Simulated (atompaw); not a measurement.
# A PAW (atompaw) potential for thulium, from input to tests

Aim: build the potential from the settings below, then test how well it stands in for the atom: scattering, ghost states and the plane-wave cutoff that it needs.

The numbers are computed with atompaw 4.2.0.5 (PBE, scalar-relativistic, spin-unpolarised reference atom).

### Step 1. Settings

Typed settings, in words:

* element: thulium (Tm, Z = 69)
* type: PAW
* frozen core: [Kr] 4d10
* valence charge: 23
* reference configuration: 4f13 5s2 5p6 5d0 6s1 6p0 (charge +1)
* partial waves: 5s (bound): rc 2.25 bohr; 6s (bound): rc 3.00 bohr; 5p (bound): rc 2.40 bohr; 6p (bound, empty): rc 2.30 bohr; 5d (bound, empty): rc 3.00 bohr; 5d channel at 0.25 Ry: rc 3.00 bohr; 4f (bound): rc 1.25 bohr; 4f channel at 0.1 Ry: rc 1.25 bohr
* local potential: troulliermartins scheme with l = 4 at 0 Ry, radius 2.30 bohr
* core correction: smooth core density matched at 1.70 bohr
* augmentation charge: gaussian compensation charge, radius 2.35 bohr; PAW radius 3.00 bohr; waves and projectors: custom rrkj gramschmidtortho

The nodes and maxima of the atom's own shells, from an earlier all-electron run, set the scale for the radii.

All-electron outer shells of the reference configuration (PBE, scalar-relativistic, ld1.x):

```json
{"shell": "4p", "level (eV)": "-332.94", "outermost node (bohr)": "0.26", "outermost maximum (bohr)": "0.49"}
{"shell": "4d", "level (eV)": "-178.25", "outermost node (bohr)": "0.24", "outermost maximum (bohr)": "0.50"}
{"shell": "5s", "level (eV)": "-60.11", "outermost node (bohr)": "0.59", "outermost maximum (bohr)": "1.10"}
{"shell": "5p", "level (eV)": "-33.62", "outermost node (bohr)": "0.63", "outermost maximum (bohr)": "1.26"}
{"shell": "4f", "level (eV)": "-9.75", "outermost node (bohr)": "–", "outermost maximum (bohr)": "0.50"}
{"shell": "6s", "level (eV)": "-9.17", "outermost node (bohr)": "1.48", "outermost maximum (bohr)": "3.09"}
{"shell": "5d", "level (eV)": "-6.56", "outermost node (bohr)": "0.72", "outermost maximum (bohr)": "1.97"}
{"shell": "6p", "level (eV)": "-5.50", "outermost node (bohr)": "1.81", "outermost maximum (bohr)": "4.07"}
```

### Step 2. The generation run

File Tm.input:

```
Tm 69
GGA-PBE scalarrelativistic loggrid 2001 logderivrange -6 5 276
6 6 5 4 0 0
6 0 1
6 1 0
5 2 0
4 3 13
0 0 0
c
c
c
c
v
v
c
c
c
v
v
c
c
v
v
3
3.00 2.35 2.30 1.70
n
n
y
0.25
n
y
0.1
n
custom rrkj gramschmidtortho gaussian
4 0 troulliermartins
2.25
3.00
2.40
2.30
3.00
3.00
1.25
1.25
PWSCFOUT
UPFDX 0.0125d0 UPFXMIN -7.d0 UPFZMESH 69.d0
END
```

Started as:

```bash
$ atompaw < Tm.input > Tm.log
```

Before running it: what results should come out? Wanted: cutoffs for 10 and 1 mRy, occupied levels; bound ghosts; largest phase difference near zero energy, channels read; lowest eigenvalue of the overlap; share of valence orbitals outside the PAW sphere; UPF file.

**Answer**, as computed:

| quantity | value |
| --- | --- |
| cutoffs for 10 and 1 mRy, occupied levels | 140 Ry and 200 Ry |
| bound ghosts | d at -7.13 eV |
| largest phase difference near zero energy, channels read | 3.136 rad |
| lowest eigenvalue of the overlap (Bessel basis) | 0.083 (p) |
| share of valence orbitals outside the PAW sphere | 5s 0 %, 6s 66 %, 5p 1 %, 6p 88 %, 5d 36 %, 4f 1 % |
| UPF file | written |

In words: It has a bound ghost (d), a state that the atom doesn't have, and that rules the file out. It counts as very hard, with 140 Ry needed at the looser tolerance. The slowest occupied level is 4f: taken alone it needs 120 Ry to come within 1 mRy, against 15 Ry for 5p. Of the channels read, d scatters worst near zero energy, by up to 3.14 rad. A step near π is an extra or missing state, not a misfit of shape. In the d channel the atom's pole at 0.15 Ry sits lower, at -0.52 Ry, in the pseudo curve. The pseudo curves have a pole with no partner nearby in the atom's: d at -0.52 Ry. All of this concerns the isolated atom, not yet a solid.
